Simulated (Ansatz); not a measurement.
# MnPt3: the cost of one run

Program: Ansatz 0.2.0. Level of theory: DFT LDA, scalar-relativistic, plane waves, PAW. These are calculated values, not measurements.

## 1. The system as given

The structure is cubic, space group Pm-3m (No. 221). Conventional cell: a = 3.842 Å, b = 3.842 Å, c = 3.842 Å, α = 90.00°, β = 90.00°, γ = 90.00°. Mn (site symmetry m-3m) has 12 Pt at 2.72 Å as nearest neighbours. Pt (site symmetry 4/mmm) has 4 Mn at 2.72 Å and 8 Pt at 2.72 Å as nearest neighbours.

Coordinates:

```xyz
4
Lattice="3.8423 0.0000 0.0000 0.0000 3.8423 0.0000 0.0000 0.0000 3.8423" Properties=species:S:1:pos:R:3 pbc="T T T"
Mn    0.0000    0.0000    0.0000
Pt    0.0000    1.9211    1.9211
Pt    1.9211    0.0000    1.9211
Pt    1.9211    1.9211    0.0000
```

This cell comes from an earlier session at LDA: 14.181 Å³/atom at 0.00 GPa, on a 10×10×10 mesh.

## 2. Ferromagnetic, larger cell

input.yaml reads:

```yaml
crystal:
  lattice:
    - [0.0, 3.8422971783, 3.8422971783]
    - [3.8422971783, 0.0, 3.8422971783]
    - [3.8422971783, 3.8422971783, 0.0]
  atoms:
    - { symbol: Mn, position: [0.0, 0.0, 0.0], spin: 3.5 }
    - { symbol: Pt, position: [0.5, 0.0, 0.0] }
    - { symbol: Pt, position: [0.0, 0.5, 0.0] }
    - { symbol: Pt, position: [0.0, 0.0, 0.5] }
    - { symbol: Mn, position: [0.5, 0.5, 0.5], spin: 3.5 }
    - { symbol: Pt, position: [1.0, 0.5, 0.5] }
    - { symbol: Pt, position: [0.5, 1.0, 0.5] }
    - { symbol: Pt, position: [0.5, 0.5, 1.0] }
basis:
  ecutwfc: 420
  ecutrho_ratio: 4
kpoints:
  mp_grid: { grid: [8, 8, 8] }
hamiltonian:
  xc: lda
scf:
  occupations: { method: gaussian, width: 0.05 }
  lower_state_search: "off"
output:
  forces: true
  stress: true
  eigenvalues: true
  populations: true
magnetization:
  spin_polarized: true
```

Started as:

```bash
$ ansatz run input.yaml --threads 2 --pin off --max-ram 5120MiB --backend cpu --events-out ev --progress --plain --runs-dir out
```

What time and memory should one allow on 2 threads of Arm Neoverse N1, shared host?

About 61 s, with a peak of 0.66 GiB.
